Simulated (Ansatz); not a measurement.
Task: harmonic frequencies at the relaxed geometry of BBrHO, SMILES O[B]Br, with Ansatz 0.2.0 through its Python package. Give the script and its output. Use (for the species named): r2SCAN, def2-SVP basis, multiplicity 2.

```tsv
atom	x (Å)	y (Å)	z (Å)
O	-0.1685	0.4818	-0.8628
B	-0.5898	-0.4241	0.1713
Br	0.7924	-1.5055	1.0684
H	0.0215	1.3874	-0.3972
```

Script `freq_bbrho.py`:
```python
"""Harmonic frequencies of BBrHO at its relaxed geometry."""

from dataclasses import dataclass
import itertools

import ansatz as az
from ase.data import atomic_numbers, covalent_radii
import numpy as np


@dataclass(frozen=True)
class RunConfig:
    basis: str = "def2-SVP"
    functional: str = "r2scan"


cfg = RunConfig()

GEOMETRY = """
O    -0.16850    0.48180   -0.86280
B    -0.58980   -0.42410    0.17130
Br    0.79240   -1.50550    1.06840
H     0.02150    1.38740   -0.39720
"""


def main() -> None:
    geometry = az.Crystal.molecule()
    for line in GEOMETRY.strip().splitlines():
        symbol, *xyz = line.split()
        geometry = geometry.atom(symbol, [float(v) for v in xyz])

    job = (
        geometry.calculation()
        .basis(gaussian=cfg.basis)
        .functional(cfg.functional)
        .spin("collinear", total=1)
        .scf(lower_state_search="off")
    )
    symbols = [site.symbol for site in geometry.cartesian_sites]
    start = np.array([site.position_ang for site in geometry.cartesian_sites], dtype=float)
    data = job.relax(force_tolerance=0.003).run(threads=1).report
    end = np.array(data["positions_ang"])

    # pairs closer than 1.2 times the sum of covalent radii, before or after
    radius = [covalent_radii[atomic_numbers[s]] for s in symbols]
    span = lambda where, i, j: np.linalg.norm(where[i] - where[j])
    bonded = [(i, j) for i, j in itertools.combinations(range(len(symbols)), 2) if min(span(start, i, j), span(end, i, j)) < 1.2 * (radius[i] + radius[j])]
    print("pair        before    after (A)")
    for i, j in bonded:
        print(f"{symbols[i]}{i}-{symbols[j]}{j}".ljust(10), f"{span(start, i, j):8.4f} {span(end, i, j):8.4f}")

    # frequencies need a stationary point, so they are taken at the relaxed geometry
    minimum = az.Crystal.molecule()
    for symbol, place in zip(symbols, end):
        minimum = minimum.atom(symbol, place.tolist())
    vibrating = minimum.calculation()
    vibrating = vibrating.basis(gaussian=cfg.basis).functional(cfg.functional)
    vibrating = vibrating.spin("collinear", total=1).scf(lower_state_search="off")
    vibrating = vibrating.phonons(temperatures=(298.15, 498.15, 100))
    vib = vibrating.run(threads=1).report["vibrations"]
    sums = vib["harmonic_sums"]
    modes = [m["omega_inv_cm"] for m in sums["modes_at_gamma"] if m["rigid_motion"] == "no"]
    print("frequencies (1/cm):", " ".join(f"{w:.0f}" for w in modes))
    print("imaginary modes:", sum(w < 0 for w in modes), " zero-point energy:", round(sums["zero_point_energy_ev"], 4), "eV")
    print("T (K)   F_vib (eV)   S_vib (meV/K)   C_vib (meV/K)")
    for row in zip(sums["temperatures_k"], sums["vibrational_free_energy_ev"], vib["entropy_ev_per_k"], vib["heat_capacity_ev_per_k"]):
        print(f"{row[0]:6.1f} {row[1]:11.4f} {1000 * row[2]:13.4f} {1000 * row[3]:15.4f}")


if __name__ == "__main__":
    main()
```

```console
$ python freq_bbrho.py
pair        before    after (A)
O0-B1        1.4379   1.3287
O0-H3        1.0359   0.9723
B1-Br2       1.9710   1.9309
frequencies (1/cm): 311 560 616 988 1398 3722
imaginary modes: 0  zero-point energy: 0.4708 eV
T (K)   F_vib (eV)   S_vib (meV/K)   C_vib (meV/K)
 298.1      0.4610        0.1048          0.1849
 398.1      0.4474        0.1670          0.2445
 498.1      0.4277        0.2267          0.2883
```

Caveats:
- The settings weren't tested for convergence.
- The frequencies are harmonic and unscaled, in a modest basis. The result belongs to the one conformer reached from this start, and soft torsions count as harmonic oscillators.
- The species is open-shell (spin multiplicity 2).
- Hardware and time: 97 s on 1 thread of Arm Neoverse V1, on a shared host, peak memory 0.2 GiB.

(Lines on the test bed's own set-up are left out of the output.)
